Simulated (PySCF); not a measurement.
# From one method to the next for Mg

Aim: see what other levels and later steps give for Mg.

Computed with PySCF 2.14.0. Level: method and basis as typed in the scripts.

2 further runs of the same task are left out: 2 that didn't finish.

## 1. The atom

Mg: 1 atom, charge 0, spin multiplicity 1.

## 2. The run that the others are compared with

The input, input.py:

```python
from pyscf import gto, dft

mol = gto.M(
    atom='Mg 0 0 0',
    basis='6-311++g**',
    charge=0,
    spin=0,
    symmetry=True,
    verbose=4,
)
mf = dft.RKS(mol, xc='olyp')
mf.kernel()
mf.dip_moment()
print('orbital energies (hartree):', mf.mo_energy[..., max(0, mol.nelec[1]-3):mol.nelec[0]+3].round(4))
```

Started as:

```
$ OMP_NUM_THREADS=1 python input.py
```

Its log is not repeated here.

In short: E(SCF) = -200.070011 Eh, 6 cycles.

## 3. 0.5*hf+0.5*b88,lyp

Run 1 changes functional: olyp → 0.5*hf+0.5*b88,lyp.

The input, input.py:

```python
from pyscf import gto, dft

mol = gto.M(
    atom='Mg 0 0 0',
    basis='6-311++g**',
    charge=0,
    spin=0,
    symmetry=True,
    verbose=4,
)
mf = dft.RKS(mol, xc='0.5*hf+0.5*b88,lyp')
mf.kernel()
mf.dip_moment()
print('orbital energies (hartree):', mf.mo_energy[..., max(0, mol.nelec[1]-3):mol.nelec[0]+3].round(4))
```

Started as:

```
$ OMP_NUM_THREADS=1 python input.py
```

## 4. EOM-EE (RHF)

Run 2 changes step after the SCF: none → eomee; SCF type: RKS → RHF; functional: olyp → none (Hartree–Fock); frozen orbitals: none → 1; number of roots: none → 8.

Changes to input.py since step 2:

```diff
@@ -1,2 +1,2 @@
-from pyscf import gto, dft
+from pyscf import gto, scf, cc
 
@@ -10,4 +10,8 @@
 )
-mf = dft.RKS(mol, xc='olyp')
+mf = scf.RHF(mol)
 mf.kernel()
+mycc = cc.CCSD(mf, frozen=1)
+mycc.kernel()
+e = mycc.eeccsd(nroots=8)[0]
+print('roots (eV) =', (e*27.211386).round(3))
 mf.dip_moment()
```

## 5. CISD (RHF)

Run 3 changes step after the SCF: none → cisd; SCF type: RKS → RHF; functional: olyp → none (Hartree–Fock); frozen orbitals: none → 1.

Changes to input.py since step 2:

```diff
@@ -1,2 +1,2 @@
-from pyscf import gto, dft
+from pyscf import gto, scf, ci
 
@@ -10,4 +10,5 @@
 )
-mf = dft.RKS(mol, xc='olyp')
+mf = scf.RHF(mol)
 mf.kernel()
+ci.CISD(mf, frozen=1).kernel()
 mf.dip_moment()
```

## 6. B3lyp

Run 4 changes functional: olyp → b3lyp.

Changes to input.py since step 2:

```diff
@@ -10,3 +10,3 @@
 )
-mf = dft.RKS(mol, xc='olyp')
+mf = dft.RKS(mol, xc='b3lyp')
 mf.kernel()
```

## 7. M062x

Run 5 changes functional: olyp → m062x.

Changes to input.py since step 2:

```diff
@@ -10,3 +10,3 @@
 )
-mf = dft.RKS(mol, xc='olyp')
+mf = dft.RKS(mol, xc='m062x')
 mf.kernel()
```

**Question.** What will these runs give? Wanted: for each run, E(SCF); from base; gap; after the SCF.

As calculated:

| run | E(SCF) (hartree) | from base (eV) | cycles | gap (eV) | after the SCF |
| --- | --- | --- | --- | --- | --- |
| base | -200.070011 | 0 | 6 | 3.22 | n/a |
| 0.5*hf+0.5*b88,lyp | -200.071727 | not comparable | 6 | 5.74 | n/a |
| EOM-EE (RHF) | -199.606622 | not comparable | 6 | 7.47 | CCSD correlation -3.967 eV, core frozen, first root 2.64 eV |
| CISD (RHF) | -199.606622 | not comparable | 6 | 7.47 | CISD correlation -3.776 eV, core frozen |
| b3lyp | -200.093264 | not comparable | 5 | 4.37 | n/a |
| m062x | -200.050914 | not comparable | 5 | 5.84 | n/a |

What this shows: The gap between the frontier levels is 3.2 eV with olyp (0 % exact exchange) and 5.8 eV with m062x (54 %): exact exchange opens it. Total energies of different functionals can't be compared with each other; differences within one functional can.
